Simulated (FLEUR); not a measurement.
# Sn3Te (Pm-3m) in FLEUR: a series of runs, part 2 of 2

FLEUR MaX-R8.1 (later development tree). The steps go on from the part before.

## 3. Equation of state, r2SCAN, 27.07 Å³/atom (volume scaled by 0.94)

Changes to inp.xml since step 2:

```diff
@@ -27,3 +27,3 @@
       <xi:include xmlns:xi="http://www.w3.org/2001/XInclude" href="sym.xml"> </xi:include>
-      <bulkLattice scale="1.0">
+      <bulkLattice scale="0.9795861087">
          <bravaisMatrix>
```

Potentials or basis: all-electron, FLAPW.

Run with:

```bash
> inpgen -f crystal.txt -profile fastHighL
> # inp.xml edited to the form shown
> fleur_MPI
```

What it wrote:

```text
Welcome to FLEUR        (www.flapw.de)
      MaX-Release 8.1          (www.max-centre.eu)
 func_ids         498         497         498         497
 MetaGGA potential functional detected - V_tau will be computed
 Auxiliary Potential for radial basis: exchange=         117  correlation=         130
The functional 'Re-regularized SCAN exchange by Furness et al' is an exchange functional, it belongs to the 'MGGA' family and is defined in the reference(s):
[1] J. W. Furness, A. D. Kaplan, J. Ning, J. P. Perdew, and J. Sun.,  J. Phys. Chem. Lett. 11, 8208-8215 (2020)
[2] J. W. Furness, A. D. Kaplan, J. Ning, J. P. Perdew, and J. Sun.,  J. Phys. Chem. Lett. 11, 9248-9248 (2020)
The functional 'Re-regularized SCAN correlation by Furness et al' is a correlation functional, it belongs to the 'MGGA' family and is defined in the reference(s):
[1] J. W. Furness, A. D. Kaplan, J. Ning, J. P. Perdew, and J. Sun.,  J. Phys. Chem. Lett. 11, 8208-8215 (2020)
[2] J. W. Furness, A. D. Kaplan, J. Ning, J. P. Perdew, and J. Sun.,  J. Phys. Chem. Lett. 11, 9248-9248 (2020)
 Using same functional for VXC and EXC

 ========== k-point set info ==========
 Selected k-point list: default-1
 k-point list type: mesh
 6 x 6 x 6
 Number of k points: 20

 ------------Calculation Setup---------------------------
 Number of MPI-tasks      :            1
 Number of PE/node        :            1
 Number of OMP-threads    :            1
 Most efficient MPI parallelization for:
           1           2           4           5          10          20
 Additional eigenvalue parallelization possible
 Number of basis functions:         1040
 Approximate size of matrices (H+S) per k-point:         0.016 GB
 --------------------------------------------------------
The functional 'Hammer, Hansen, and Norskov' is an exchange functional, it belongs to the 'GGA' family and is defined in the reference(s):
[... 6 lines left out ...]
 Reset of history
 Reset of history
 Iteration:     1   Distance:      25.42250076 me/bohr^3
The functional 'Hammer, Hansen, and Norskov' is an exchange functional, it belongs to the 'GGA' family and is defined in the reference(s):
[1] B. Hammer, L. B. Hansen, and J. K. Nørskov.,  Phys. Rev. B 59, 7413 (1999)
The functional 'Perdew, Burke & Ernzerhof' is a correlation functional, it belongs to the 'GGA' family and is defined in the reference(s):
[1] J. P. Perdew, K. Burke, and M. Ernzerhof.,  Phys. Rev. Lett. 77, 3865 (1996)
[2] J. P. Perdew, K. Burke, and M. Ernzerhof.,  Phys. Rev. Lett. 78, 1396 (1997)
 Using same functional for VXC and EXC
 Iteration:     2   Distance:      24.05019830 me/bohr^3
The functional 'Hammer, Hansen, and Norskov' is an exchange functional, it belongs to the 'GGA' family and is defined in the reference(s):
[1] B. Hammer, L. B. Hansen, and J. K. Nørskov.,  Phys. Rev. B 59, 7413 (1999)
The functional 'Perdew, Burke & Ernzerhof' is a correlation functional, it belongs to the 'GGA' family and is defined in the reference(s):
[1] J. P. Perdew, K. Burke, and M. Ernzerhof.,  Phys. Rev. Lett. 77, 3865 (1996)
[2] J. P. Perdew, K. Burke, and M. Ernzerhof.,  Phys. Rev. Lett. 78, 1396 (1997)
 Using same functional for VXC and EXC
 Iteration:     3   Distance:      22.83259055 me/bohr^3
The functional 'Hammer, Hansen, and Norskov' is an exchange functional, it belongs to the 'GGA' family and is defined in the reference(s):
[1] B. Hammer, L. B. Hansen, and J. K. Nørskov.,  Phys. Rev. B 59, 7413 (1999)
The functional 'Perdew, Burke & Ernzerhof' is a correlation functional, it belongs to the 'GGA' family and is defined in the reference(s):
[1] J. P. Perdew, K. Burke, and M. Ernzerhof.,  Phys. Rev. Lett. 77, 3865 (1996)
[2] J. P. Perdew, K. Burke, and M. Ernzerhof.,  Phys. Rev. Lett. 78, 1396 (1997)
 Using same functional for VXC and EXC
 Iteration:     4   Distance:       0.83048768 me/bohr^3
The functional 'Hammer, Hansen, and Norskov' is an exchange functional, it belongs to the 'GGA' family and is defined in the reference(s):
[1] B. Hammer, L. B. Hansen, and J. K. Nørskov.,  Phys. Rev. B 59, 7413 (1999)
The functional 'Perdew, Burke & Ernzerhof' is a correlation functional, it belongs to the 'GGA' family and is defined in the reference(s):
[1] J. P. Perdew, K. Burke, and M. Ernzerhof.,  Phys. Rev. Lett. 77, 3865 (1996)
[2] J. P. Perdew, K. Burke, and M. Ernzerhof.,  Phys. Rev. Lett. 78, 1396 (1997)
 Using same functional for VXC and EXC
 Iteration:     5   Distance:       0.33537569 me/bohr^3
The functional 'Hammer, Hansen, and Norskov' is an exchange functional, it belongs to the 'GGA' family and is defined in the reference(s):
[... 46 lines left out ...]
 Using same functional for VXC and EXC
 Iteration:    12   Distance:       0.00157054 me/bohr^3
The functional 'Hammer, Hansen, and Norskov' is an exchange functional, it belongs to the 'GGA' family and is defined in the reference(s):
[1] B. Hammer, L. B. Hansen, and J. K. Nørskov.,  Phys. Rev. B 59, 7413 (1999)
The functional 'Perdew, Burke & Ernzerhof' is a correlation functional, it belongs to the 'GGA' family and is defined in the reference(s):
[1] J. P. Perdew, K. Burke, and M. Ernzerhof.,  Phys. Rev. Lett. 77, 3865 (1996)
[2] J. P. Perdew, K. Burke, and M. Ernzerhof.,  Phys. Rev. Lett. 78, 1396 (1997)
 Using same functional for VXC and EXC
 Iteration:    13   Distance:       0.00086781 me/bohr^3
The functional 'Hammer, Hansen, and Norskov' is an exchange functional, it belongs to the 'GGA' family and is defined in the reference(s):
[1] B. Hammer, L. B. Hansen, and J. K. Nørskov.,  Phys. Rev. B 59, 7413 (1999)
The functional 'Perdew, Burke & Ernzerhof' is a correlation functional, it belongs to the 'GGA' family and is defined in the reference(s):
[1] J. P. Perdew, K. Burke, and M. Ernzerhof.,  Phys. Rev. Lett. 77, 3865 (1996)
[2] J. P. Perdew, K. Burke, and M. Ernzerhof.,  Phys. Rev. Lett. 78, 1396 (1997)
 Using same functional for VXC and EXC
 Iteration:    14   Distance:       0.00079229 me/bohr^3
The functional 'Hammer, Hansen, and Norskov' is an exchange functional, it belongs to the 'GGA' family and is defined in the reference(s):
[1] B. Hammer, L. B. Hansen, and J. K. Nørskov.,  Phys. Rev. B 59, 7413 (1999)
The functional 'Perdew, Burke & Ernzerhof' is a correlation functional, it belongs to the 'GGA' family and is defined in the reference(s):
[1] J. P. Perdew, K. Burke, and M. Ernzerhof.,  Phys. Rev. Lett. 77, 3865 (1996)
[2] J. P. Perdew, K. Burke, and M. Ernzerhof.,  Phys. Rev. Lett. 78, 1396 (1997)
 Using same functional for VXC and EXC
 Iteration:    15   Distance:       0.00008736 me/bohr^3

 ********************************************************************
 Run finished successfully
 Stop message:
   all done
 ********************************************************************
```

Wall time 3.7 min (1 thread of Arm Neoverse V2, shared host); peak memory 0.11 GiB.

What came out:

```yaml
Free_energy: -689382.5477 eV
Band_gap_on_the_k_mesh: none (metal or under the smearing width)
Valence_electrons_inside_the_program's_atomic_spheres: Te 20.08; Sn 20.16 (radii Te 2.66, Sn 2.66 bohr)
```

Caveat: the meta-GGA is that of a development version, with a GGA for the radial functions and cores and without core tails.

## 4. Equation of state, r2SCAN, 27.65 Å³/atom (volume scaled by 0.96)

Changes to inp.xml since step 3:

```diff
@@ -27,3 +27,3 @@
       <xi:include xmlns:xi="http://www.w3.org/2001/XInclude" href="sym.xml"> </xi:include>
-      <bulkLattice scale="0.9795861087">
+      <bulkLattice scale="0.9864848297">
          <bravaisMatrix>
```

Run with:

```bash
> inpgen -f crystal.txt -profile fastHighL
> # inp.xml edited to the form shown
> fleur_MPI
```

It took 4.1 min on 1 thread of Arm Neoverse V2, shared host; peak memory 0.11 GiB.

The run converged. Its results:

| Property | Result |
| --- | --- |
| Free energy | -689382.5798 eV |
| Band gap on the k mesh | none (metal or under the smearing width) |
| Valence electrons inside the program's atomic spheres | Te 20.07; Sn 20.14 (radii Te 2.66, Sn 2.66 bohr) |

Caveat: the meta-GGA is that of a development version, with a GGA for the radial functions and cores and without core tails.

## 5. Equation of state, r2SCAN, 28.80 Å³/atom

Changes to inp.xml since step 4:

```diff
@@ -27,3 +27,3 @@
       <xi:include xmlns:xi="http://www.w3.org/2001/XInclude" href="sym.xml"> </xi:include>
-      <bulkLattice scale="0.9864848297">
+      <bulkLattice scale="1.0000000000">
          <bravaisMatrix>
```

Run with:

```bash
> inpgen -f crystal.txt -profile fastHighL
> # inp.xml edited to the form shown
> fleur_MPI
```

Run time: 4.3 min. Hardware: 1 thread of Arm Neoverse V2, shared host; peak memory 0.11 GiB.

The run converged. Its results:

```yaml
Free_energy: -689382.5993 eV
Band_gap_on_the_k_mesh: none (metal or under the smearing width)
Valence_electrons_inside_the_program's_atomic_spheres: Te 20.04; Sn 20.11 (radii Te 2.66, Sn 2.66 bohr)
```

Caveat: the meta-GGA is that of a development version, with a GGA for the radial functions and cores and without core tails.

## 6. Equation of state, r2SCAN, 29.95 Å³/atom (volume scaled by 1.04)

Changes to inp.xml since step 5:

```diff
@@ -27,3 +27,3 @@
       <xi:include xmlns:xi="http://www.w3.org/2001/XInclude" href="sym.xml"> </xi:include>
-      <bulkLattice scale="1.0000000000">
+      <bulkLattice scale="1.0131594038">
          <bravaisMatrix>
```

Potentials or basis: all-electron, FLAPW.

Run with:

```bash
> inpgen -f crystal.txt -profile fastHighL
> # inp.xml edited to the form shown
> fleur_MPI
```

Wall time 4.4 min (1 thread of Arm Neoverse V2, shared host); peak memory 0.12 GiB.

The run converged. Its results:

| Quantity | Value |
| --- | --- |
| Free energy | -689382.5679 eV |
| Band gap on the k mesh | none (metal or under the smearing width) |
| Valence electrons inside the program's atomic spheres | Te 20.03; Sn 20.08 (radii Te 2.66, Sn 2.66 bohr) |

Caveat: the meta-GGA is that of a development version, with a GGA for the radial functions and cores and without core tails.

## 7. Equation of state, r2SCAN, 30.53 Å³/atom (volume scaled by 1.06)

Changes to inp.xml since step 6:

```diff
@@ -27,3 +27,3 @@
       <xi:include xmlns:xi="http://www.w3.org/2001/XInclude" href="sym.xml"> </xi:include>
-      <bulkLattice scale="1.0131594038">
+      <bulkLattice scale="1.0196128224">
          <bravaisMatrix>
```

Run with:

```bash
> inpgen -f crystal.txt -profile fastHighL
> # inp.xml edited to the form shown
> fleur_MPI
```

Wall time 4.6 min (1 thread of Arm Neoverse V2, shared host); peak memory 0.12 GiB.

Results (log left out):

```yaml
Free_energy: -689382.5357 eV
Band_gap_on_the_k_mesh: none (metal or under the smearing width)
Valence_electrons_inside_the_program's_atomic_spheres: Te 20.02; Sn 20.07 (radii Te 2.66, Sn 2.66 bohr)
```

Caveat: the meta-GGA is that of a development version, with a GGA for the radial functions and cores and without core tails.

## 8. Equation of state, r2SCAN

Potentials or basis: all-electron, FLAPW.

No new run: the results of the series are fitted here.

What came out:

* Equilibrium volume: 28.63 Å³/atom
* Bulk modulus: 45 GPa

Energy against volume, from the lowest point:
| volume (Å³/atom) | energy (meV/atom) |
| --- | --- |
| 27.070 | 12.90 |
| 27.646 | 4.89 |
| 28.798 | 0.00 |
| 29.949 | 7.85 |
| 30.525 | 15.90 |

Caveat: the meta-GGA is that of a development version, with a GGA for the radial functions and cores and without core tails. The run has no spin-orbit coupling, so splittings on Te are missing.
